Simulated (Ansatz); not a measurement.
# HfIn4SiO6 (P312) in Ansatz: equation of state

Aim: energy against volume of HfIn4SiO6 in PBE, for its equilibrium volume and stiffness.

Program: Ansatz 0.2.0. These are calculated values, not measurements. Logs are shortened: lines on timing, memory, paths and dates and some standing lists are left out, and cuts for length are marked.

## Step 1: Starting point

Symmetry: P312, No. 149, trigonal system. Conventional cell: a = 5.277 Å, b = 5.277 Å, c = 10.559 Å, α = 90.00°, β = 90.00°, γ = 120.00°. Around Hf (site symmetry 32) lie 6 O at 2.10 Å. In (site symmetry 3) has 3 O at 2.62 Å as nearest neighbours. Around In (site symmetry 3) lie 3 O at 2.32 Å. Si (site symmetry 32) has 6 O at 1.83 Å as nearest neighbours. Around O (site symmetry 1) lie 1 Si at 1.83 Å and 1 Hf at 2.10 Å.

The cell was built by a generator and needn't be a form met in nature.

## Step 2: Single point, PBE, 19.95 Å³/atom (volume scaled by 0.94)

Contents of input.yaml:

```yaml
crystal:
  lattice:
    - [5.1696971177, 0.0, 0.0]
    - [-2.5848534568, 4.4770905554, 0.0]
    - [0.0, 0.0, 10.3434987012]
  atoms:
    - { symbol: Hf, position: [0.66667, 0.33333, 0.0] }
    - { symbol: In, position: [0.0, 0.0, 0.30446] }
    - { symbol: In, position: [0.0, 0.0, 0.69554] }
    - { symbol: In, position: [0.33333, 0.66667, 0.78919] }
    - { symbol: In, position: [0.33333, 0.66667, 0.21081] }
    - { symbol: Si, position: [0.0, 0.0, 0.0] }
    - { symbol: O, position: [0.973, 0.70496, 0.89972] }
    - { symbol: O, position: [0.29504, 0.027, 0.10028] }
    - { symbol: O, position: [0.29504, 0.26804, 0.89972] }
    - { symbol: O, position: [0.73196, 0.70496, 0.10028] }
    - { symbol: O, position: [0.73196, 0.027, 0.89972] }
    - { symbol: O, position: [0.973, 0.26804, 0.10028] }
hamiltonian:
  xc: pbe
  pseudopotentials: { kind: paw }
kpoints:
  mp_grid: { grid: [6, 6, 3] }
scf:
  occupations: { method: fermi_dirac, width: 0.05 }
output:
  forces: true
  stress: true
  eigenvalues: true
```

Potentials or basis: Ansatz PAW.

Run with:

```
$ ansatz run input.yaml --threads 8 --pin off --max-ram 20480MiB --backend cpu --events-out ev --progress --plain --runs-dir out
```

Output:

```text
Warning: the atoms were moved onto the symmetric positions of the space group found under crystal.symmetry.tolerance 1.0e-5 (fractional; no operation is sought that the atoms, as they stand in a round, miss by more than twice it, and no atom is moved by as much as it), and the run uses the moved positions. Before a round's move an operation carried an atom to 5.60e-5 Å from where it should land, the largest such distance. Atom 0 (counting from 0) moved farthest, by 2.98e-5 Å; the longest move in fractions of the cell, of whichever atom, is 0.47 of the tolerance, in 1 round. To run the atoms as typed, lower crystal.symmetry.tolerance until the operations that they miss are no longer found, or set crystal.symmetry.detect: false (a key that needs symmetry detection or time reversal refuses this as the deck is read). The positions used, in the order of the run's atom list: position: [0.6666666666666666, 0.3333333333333333, 0.0]; position: [4.664483385587344e-17, -2.288894781717933e-18, 0.30446]; position: [4.664483385587344e-17, -2.288894781717933e-18, 0.69554]; position: [0.3333333333333334, 0.6666666666666666, 0.78919]; position: [0.3333333333333334, 0.6666666666666666, 0.21081]; position: [4.664483385587344e-17, -2.288894781717933e-18, 0.0]; position: [0.973, 0.70496, 0.89972]; position: [0.29504, 0.027000000000000014, 0.10028]; position: [0.29504, 0.26803999999999994, 0.89972]; position: [0.73196, 0.70496, 0.10028]; position: [0.73196, 0.027000000000000014, 0.89972]; position: [0.973, 0.26803999999999994, 0.10028]; The lattice was moved too: crystal.lattice, of which some number shows no typed digit to judge by, misses the space group found at crystal.symmetry.tolerance 1.0e-5 by more than rounding, which is why this is a warning: the operation that it misses by the most changes a squared length by the fraction 2.19e-6, and from 1e-6 on that is taken for a strain and not for rounding. The run uses the lattice that is a stretch of the typed one, with no rotation, onto the one that keeps every operation to a double's rounding (on a very oblique basis the stretch itself rounds by more); the deck's lattice vector that moved farthest moved by 2.96e-6 Å. To run the lattice as typed, set crystal.symmetry.tolerance under 5.05e-7, the least fraction by which an operation that the lattice misses changes a squared length (the same key also sets how far an atom may lie from its image, so lowering it can lose operations that the atoms keep only within it), or set crystal.symmetry.detect: false, as for the atoms. crystal.lattice made exact, in Å and degrees: [[5.169697996197369, 2.8278327509072505e-6, 0.0], [-2.5848514470736847, 4.477088380684054, 0.0], [0.0, 0.0, 10.3434987012]]. Pasted over the deck's crystal.lattice, beside positions in fractional coordinates, it runs the same cell (given as lengths and angles, that cell in the form's own orientation, a rigid turn of the misfit's size from the one run here, for which a checkpoint.post_process_only pass over this run's state can be refused: where this run relaxes nothing, give such a pass this deck's own crystal.lattice, as typed; behind a relaxation, as crystal.lattice, the state's own cell, identity.cell in its checkpoint.json), and a matrix so pasted ends this notice, except on a very skew basis of the lattice, where the rounding of the pasted numbers themselves can read as a misfit: the cell is then moved again, and that move is told again. The lattice as run is in this notice's lattice.as_run_ang field (Run.prep()["deck_notices"] in Python, the deck_notice line of an events file, deck_notices of ansatz run --dry-run=json, or deck_notices in record.json in the deck's checkpoint.write directory).
Warning: RAYON_NUM_THREADS=8 ignored (pool sized by the plan → 8); use --threads N
Engine: ansatz 0.2.0, x86_64-unknown-linux-gnu
Pseudopotentials: kind: paw
Pseudopotential: Hf, paw, valence charge 26, recommended cutoff 420 eV (normal), Hf.paw.azcp
Pseudopotential: In, paw, valence charge 13, recommended cutoff 420 eV (normal), In.paw.azcp
Pseudopotential: Si, paw, valence charge 4, recommended cutoff 420 eV (normal), Si.paw.azcp
Pseudopotential: O, paw, valence charge 6, recommended cutoff 420 eV (normal), O.paw.azcp
Functional definition: PBE
  parameter kappa = 0.804
  parameter beta = 0.06672455060314922
  exchange = pbe_x(kappa = kappa, mu = beta*pi^2/3)
  correlation = pbe_c(beta = beta)
Crystal: 12 atoms, lattice volume = 239.402 Å³
Basis set: ecut = 420 eV, 4733 PW (Γ), exchange–correlation on 72×72×144 points (8 copies of the dense FFT grid, shifted against one another)
Bands: 71, of which v1, the nominal top of the filled ones, is band 59 counted from 1 (58 counted from 0)
Symmetry: 6 space group operations
Space group: P312 (ITA 149), of the structure as read, at distance tolerance 6.2e-5 Å
k-points: 17 of 108 (time reversal used)
Non-local potential: Hf, projectors of the file, l = 0: 3, l = 1: 2, l = 2: 2, l = 3: 3
Non-local potential: In, projectors of the file, l = 0: 2, l = 1: 2, l = 2: 2, l = 3: 2
Non-local potential: Si, projectors of the file, l = 0: 2, l = 1: 2, l = 2: 2
Non-local potential: O, projectors of the file, l = 0: 2, l = 1: 2, l = 2: 1
PAW form: soft (Blöchl's): semilocal exchange-correlation on the pseudo side does not see the compensation charge
PAW one-centre angular grid: Hf, 590 points (default); XC on 64 Gauss nodes
PAW one-centre angular grid: In, 590 points (default); XC on 64 Gauss nodes
PAW one-centre angular grid: Si, 110 points (default); XC on 64 Gauss nodes
PAW one-centre angular grid: O, 110 points (default); XC on 64 Gauss nodes
Initial density: superposition of atomic densities (neutral atoms: chi_scale 0, normalization atom), corrected by the library's trained network
Initial wavefunctions: pseudopotential atomic-orbital guess
Functional: x = pbe(κ = 0.804, μ = 0.2195149727645171), c = pbe(β = 0.06672455060314922)
SCF iter   1: F=—  HF=-42159.665551 eV  |F-HF|=—  |Δ(HF+E_count)|=         —  Δρ=3.62e-3  dr2=3.54e-2  ethr=1.77e-3  ⟨swp⟩=6.2  Hψ=4912  notcnv=0  defer=23
preconditioner: auto → LDOS  [metal: Δε(μ)=0.036 eV  Ē_g=14.251 eV  σ=0.050 eV  W_gap=0.17  n_scr=48 (ndim 8)  ℏωp=25.2 eV  f_vac=0.224  D(μ)=0.55/eV (n_scr^D=2)  β→1.0]
SCF iter   2: F=—  HF=-42159.682481 eV  |F-HF|=—  |Δ(HF+E_count)|=   1.69e-2  Δρ=2.77e-3  dr2=5.72e-2  ethr=3.00e-5  ⟨swp⟩=2.6  Hψ=2491  notcnv=0  defer=64
SCF iter   3: F=—  HF=-42159.673629 eV  |F-HF|=—  |Δ(HF+E_count)|=   8.85e-3  Δρ=1.77e-3  dr2=2.08e-2  ethr=3.00e-5  ⟨swp⟩=2.4  Hψ=2122  notcnv=0  defer=64
SCF iter   4: F=—  HF=-42159.670067 eV  |F-HF|=—  |Δ(HF+E_count)|=   3.56e-3  Δρ=5.32e-4  dr2=1.83e-3  ethr=1.76e-5  ⟨swp⟩=1.1  Hψ=1399  notcnv=0  defer=59
SCF iter   5: F=—  HF=-42159.669606 eV  |F-HF|=—  |Δ(HF+E_count)|=   4.61e-4  Δρ=1.34e-4  dr2=7.59e-5  ethr=1.55e-6  ⟨swp⟩=2.0  Hψ=1970  notcnv=0  defer=59
SCF iter   6: F=—  HF=-42159.669560 eV  |F-HF|=—  |Δ(HF+E_count)|=   4.62e-5  Δρ=3.85e-5  dr2=8.47e-6  ethr=6.43e-8  ⟨swp⟩=2.0  Hψ=1909  notcnv=0  defer=59
SCF iter   7: F=—  HF=-42159.669560 eV  |F-HF|=—  |Δ(HF+E_count)|=   1.34e-7  Δρ=7.12e-6  dr2=1.57e-7  ethr=7.18e-9  ⟨swp⟩=2.3  Hψ=1917  notcnv=0  defer=59
SCF iter   8: F=-42159.669560 eV  HF=-42159.669560 eV  |F-HF|=4.27e-8  |Δ(HF+E_count)|=   2.04e-7  Δρ=3.20e-6  dr2=2.06e-8  ethr=8.47e-11  ⟨swp⟩=12.0  Hψ=5749  notcnv=0
SCF 1 converged in 8 iterations: F = -42159.669560 eV  dr2 = 2.06e-8
SCF converged after 8 iterations
Free energy (F): -42159.669560 eV
Harris-Foulkes:  -42159.669560 eV  (|F-HF|=4.27e-8)
Internal energy: -42159.665427 eV  (E = F + TS)
E sigma→0 (E₀):  -42159.667494 eV
Entropy (-TS):   -0.004134 eV (-0.344 meV/atom)
Fermi energy:    7.871726 eV
--- Per-component energies (eV) ---
  E_band       = -613.336062
  E_kinetic    = 2498.912951
  E_local      = -25562.966442  (includes V_loc(G=0)·N_el)
  E_nonlocal   = 535.401217
  E_hartree    = 11594.634319
  E_xc         = -1666.818139
  E_vxc        = -1283.983813  (∫ρ·V_xc dr)
  E_paw        = -24998.589202  (= ΣΔE_a)
  E_vpaw       = 10.014381  (= ΣTr[D̂ρ^β])
  E_aug_tail   = 0.014833  (compensation charges beyond the density's cutoff)
  E_ewald      = -4560.254964
  E_smearing   = -0.004134  (= −TS)
  E_closure    = -0.000000  (closes the sum)
  Σ components = -42159.669560   (vs F -42159.669560, Δ=0.00e0)
--- Forces (eV/Å), atoms counted from 1 ---
  atom   1  Hf     0.00000000     0.00000000    -0.00000000
  atom   2  In     0.00000000     0.00000000     0.52965658
  atom   3  In    -0.00000000     0.00000000    -0.52965658
  atom   4  In     0.00000000    -0.00000000    -0.52718538
  atom   5  In     0.00000000     0.00000000     0.52718538
  atom   6  Si     0.00000000     0.00000000     0.00000000
  atom   7  O      0.31133181     0.04050058    -0.45433928
  atom   8  O      0.12059169    -0.28987142     0.45433928
  atom   9  O     -0.19074044     0.24937097    -0.45433928
  atom  10  O     -0.31133185     0.04050024     0.45433928
  atom  11  O     -0.12059137    -0.28987155    -0.45433928
  atom  12  O      0.19074017     0.24937117     0.45433928
  max |Σ_I F_I| component: 1.11e-16 eV/Å
--- Stress (GPa, compression-positive) ---
        5.803875       0.000000       0.000000
        0.000000       5.803875       0.000000
        0.000000       0.000000       5.674953
  P = ⅓ Tr σ = 5.7609 GPa (57.609 kbar)
--- Band table (eV; the first three rows and the last of 17) ---
  k-point 0: bands = ["-54.7504", "-23.7005", "-23.7005", "-23.6620", "-13.7583", "-11.8844", "-11.8844", "-11.8443", "-11.1255", "-11.1255", "-7.0836", "-7.0836", "-7.0769", "-7.0769", "-6.9790", "-6.9790", "-6.9643", "-6.9643", "-6.9633", "-6.9339", "-6.8321", "-6.7996", "-6.7996", "-6.7933", "-6.7917", "-6.7917", "-6.7641", "-6.7641", "-6.7184", "-6.7184", "-4.5767", "-4.5678", "-4.5678", "-4.5441", "-4.5403", "-4.5306", "-4.5306", "-2.0334", "-0.0626", "0.2304", "0.2304", "0.4634", "1.0727", "1.7106", "1.7106", "2.3929", "2.5237", "2.5237", "3.1718", "3.3910", "3.3910", "3.9125", "4.0659", "4.0659", "4.6936", "4.6936", "5.2754", "7.0904", "8.0963", "9.6400", "9.7381", "9.7381", "9.9203", "9.9203", "10.2111", "11.3991", "11.3991", "11.9382", "12.1118", "12.3225", "12.3225"]
  k-point 1: bands = ["-54.7504", "-23.7005", "-23.7005", "-23.6620", "-13.7583", "-11.8844", "-11.8844", "-11.8444", "-11.1255", "-11.1255", "-7.0838", "-7.0827", "-7.0777", "-7.0767", "-6.9766", "-6.9758", "-6.9678", "-6.9667", "-6.9593", "-6.9374", "-6.8313", "-6.7983", "-6.7977", "-6.7945", "-6.7938", "-6.7929", "-6.7643", "-6.7639", "-6.7184", "-6.7182", "-4.5767", "-4.5678", "-4.5678", "-4.5441", "-4.5403", "-4.5306", "-4.5306", "-2.0296", "-0.0380", "0.2305", "0.2306", "0.4384", "0.9982", "1.7103", "1.7111", "2.3946", "2.5239", "2.5246", "3.3903", "3.3922", "3.4970", "3.8935", "4.0663", "4.0669", "4.6936", "4.6945", "4.8256", "7.4549", "7.9190", "9.6176", "9.6624", "10.0103", "10.0140", "10.0583", "10.2875", "11.0499", "11.3638", "11.3784", "12.2041", "12.2233", "12.3904"]
  k-point 2: bands = ["-54.7504", "-23.7044", "-23.7014", "-23.6615", "-13.6640", "-11.9822", "-11.9283", "-11.7326", "-11.1979", "-11.1298", "-7.0923", "-7.0895", "-7.0821", "-7.0749", "-6.9778", "-6.9720", "-6.9703", "-6.9629", "-6.9551", "-6.9389", "-6.8384", "-6.8177", "-6.8080", "-6.7961", "-6.7874", "-6.7821", "-6.7595", "-6.7505", "-6.7281", "-6.7163", "-4.5752", "-4.5703", "-4.5680", "-4.5435", "-4.5415", "-4.5354", "-4.5306", "-1.9066", "-0.0398", "0.0725", "0.4435", "0.6035", "0.9062", "1.2871", "1.8094", "2.4098", "2.8050", "2.8465", "3.2315", "3.2577", "3.3834", "3.8646", "3.9274", "4.2054", "4.4701", "4.5831", "5.3425", "6.9057", "7.4245", "8.9941", "9.4716", "9.5660", "10.1336", "10.1614", "10.8475", "11.3593", "11.3695", "11.9156", "12.0989", "12.3658", "12.6982"]
  k-point 16: bands = ["-54.7504", "-23.7151", "-23.7072", "-23.6597", "-13.2155", "-12.2395", "-12.0229", "-11.6447", "-11.4589", "-11.0964", "-7.1497", "-7.1335", "-7.0338", "-7.0322", "-7.0281", "-7.0061", "-6.9555", "-6.9474", "-6.9369", "-6.9278", "-6.8641", "-6.8324", "-6.8246", "-6.8134", "-6.7868", "-6.7822", "-6.7525", "-6.7412", "-6.7267", "-6.6965", "-4.5838", "-4.5723", "-4.5701", "-4.5569", "-4.5542", "-4.5303", "-4.5167", "-1.1887", "-0.5119", "-0.1346", "0.6642", "0.8011", "1.1206", "1.3612", "1.7614", "2.1329", "2.5057", "2.6017", "3.4365", "3.6859", "3.8190", "3.8286", "3.9547", "4.2384", "4.6272", "4.7072", "5.2232", "5.3993", "5.9480", "7.8376", "8.4658", "10.0884", "10.5572", "10.6003", "10.8791", "11.1882", "11.9105", "12.2320", "12.8566", "13.0004", "13.1419"]
```

Wall time 4 s (8 threads of AMD EPYC 7R43 (Zen 3), shared host); peak memory 1.1 GiB.

What came out:

```
Free energy            : -42159.6696 eV
Pressure               : 5.8 GPa
Largest force          : 0.552 eV/Å
Band gap on the k mesh : none (metal or under the smearing width)
```

Caveat: the pressure holds a Pulay correction of +0.3 GPa for the finite cutoff.

## Step 3: Single point, PBE, 20.37 Å³/atom (volume scaled by 0.96)

Edit input.yaml of step 2 so:

```diff
@@ -2,5 +2,5 @@
   lattice:
-    - [5.1696971177, 0.0, 0.0]
-    - [-2.5848534568, 4.4770905554, 0.0]
-    - [0.0, 0.0, 10.3434987012]
+    - [5.206104635, 0.0, 0.0]
+    - [-2.6030572499, 4.508620401, 0.0]
+    - [0.0, 0.0, 10.4163426414]
   atoms:
@@ -29 +29,5 @@
   eigenvalues: true
+  write_density: true
+  write_potential: true
+  elf: true
+  volumetric_format: npy
```

Potentials or basis: Ansatz PAW.

Run with:

```
$ ansatz run input.yaml --threads 8 --pin off --max-ram 20480MiB --backend cpu --events-out ev --progress --plain --runs-dir out
```

It took 5.4 s on 8 threads of AMD EPYC 7R43 (Zen 3), shared host; peak memory 1.1 GiB.

The run converged. Its results:

| Property | Result |
| --- | --- |
| Free energy | -42159.8182 eV |
| Pressure | 3.6 GPa |
| Largest force | 0.353 eV/Å |
| Band gap on the k mesh | none (metal or under the smearing width) |

Caveat: the pressure holds a Pulay correction of +0.3 GPa for the finite cutoff.

## Step 4: Single point, PBE, 20.80 Å³/atom (volume scaled by 0.98)

Edit input.yaml of step 3 so:

```diff
@@ -2,5 +2,5 @@
   lattice:
-    - [5.206104635, 0.0, 0.0]
-    - [-2.6030572499, 4.508620401, 0.0]
-    - [0.0, 0.0, 10.4163426414]
+    - [5.2420099395, 0.0, 0.0]
+    - [-2.6210099362, 4.5397153174, 0.0]
+    - [0.0, 0.0, 10.4881817573]
   atoms:
```

Run with:

```
$ ansatz run input.yaml --threads 8 --pin off --max-ram 20480MiB --backend cpu --events-out ev --progress --plain --runs-dir out
```

Wall time 5.5 s (8 threads of AMD EPYC 7R43 (Zen 3), shared host); peak memory 1.2 GiB.

Results (log left out):

| Quantity | Value |
| --- | --- |
| Free energy | -42159.9034 eV |
| Pressure | 1.7 GPa |
| Largest force | 0.169 eV/Å |
| Band gap on the k mesh | none (metal or under the smearing width) |

Caveat: the pressure holds a Pulay correction of +0.3 GPa for the finite cutoff.

## Step 5: Single point, PBE, 21.22 Å³/atom

Edit input.yaml of step 4 so:

```diff
@@ -2,5 +2,5 @@
   lattice:
-    - [5.2420099395, 0.0, 0.0]
-    - [-2.6210099362, 4.5397153174, 0.0]
-    - [0.0, 0.0, 10.4881817573]
+    - [5.27743, 0.0, 0.0]
+    - [-2.63872, 4.57039, 0.0]
+    - [0.0, 0.0, 10.55905]
   atoms:
@@ -29,5 +29 @@
   eigenvalues: true
-  write_density: true
-  write_potential: true
-  elf: true
-  volumetric_format: npy
```

Run with:

```
$ ansatz run input.yaml --threads 8 --pin off --max-ram 20480MiB --backend cpu --events-out ev --progress --plain --runs-dir out
```

Wall time 4.2 s (8 threads of AMD EPYC 7R43 (Zen 3), shared host); peak memory 1.1 GiB.

Results (log left out):

| Item | Value |
| --- | --- |
| Free energy | -42159.9299 eV |
| Pressure | 0.0 GPa |
| Band gap on the k mesh | none (metal or under the smearing width) |

Caveat: the pressure holds a Pulay correction of +0.3 GPa for the finite cutoff.

## Step 6: Single point, PBE, 21.65 Å³/atom (volume scaled by 1.02)

Edit input.yaml of step 5 so:

```diff
@@ -2,5 +2,5 @@
   lattice:
-    - [5.27743, 0.0, 0.0]
-    - [-2.63872, 4.57039, 0.0]
-    - [0.0, 0.0, 10.55905]
+    - [5.3123808861, 0.0, 0.0]
+    - [-2.6561954762, 4.6006583655, 0.0]
+    - [0.0, 0.0, 10.6289795214]
   atoms:
@@ -29 +29,5 @@
   eigenvalues: true
+  write_density: true
+  write_potential: true
+  elf: true
+  volumetric_format: npy
```

Potentials or basis: Ansatz PAW.

Run with:

```
$ ansatz run input.yaml --threads 8 --pin off --max-ram 20480MiB --backend cpu --events-out ev --progress --plain --runs-dir out
```

It took 7.8 s on 8 threads of AMD EPYC 7R43 (Zen 3), shared host; peak memory 1.2 GiB.

It converged, with:

* Free energy: -42159.9052 eV
* Pressure: -1.6 GPa
* Largest force: 0.159 eV/Å
* Band gap on the k mesh: 0.16 eV, indirect (least direct gap 1.71 eV)

Caveat: odd divisions of the mesh miss points on the zone boundary, where band edges often lie, so the gap on the mesh can be too wide; the pressure holds a Pulay correction of +0.3 GPa for the finite cutoff; spin-orbit coupling is left out, which moves the levels of the heavy elements.

(Continued in part 2 of 2.)
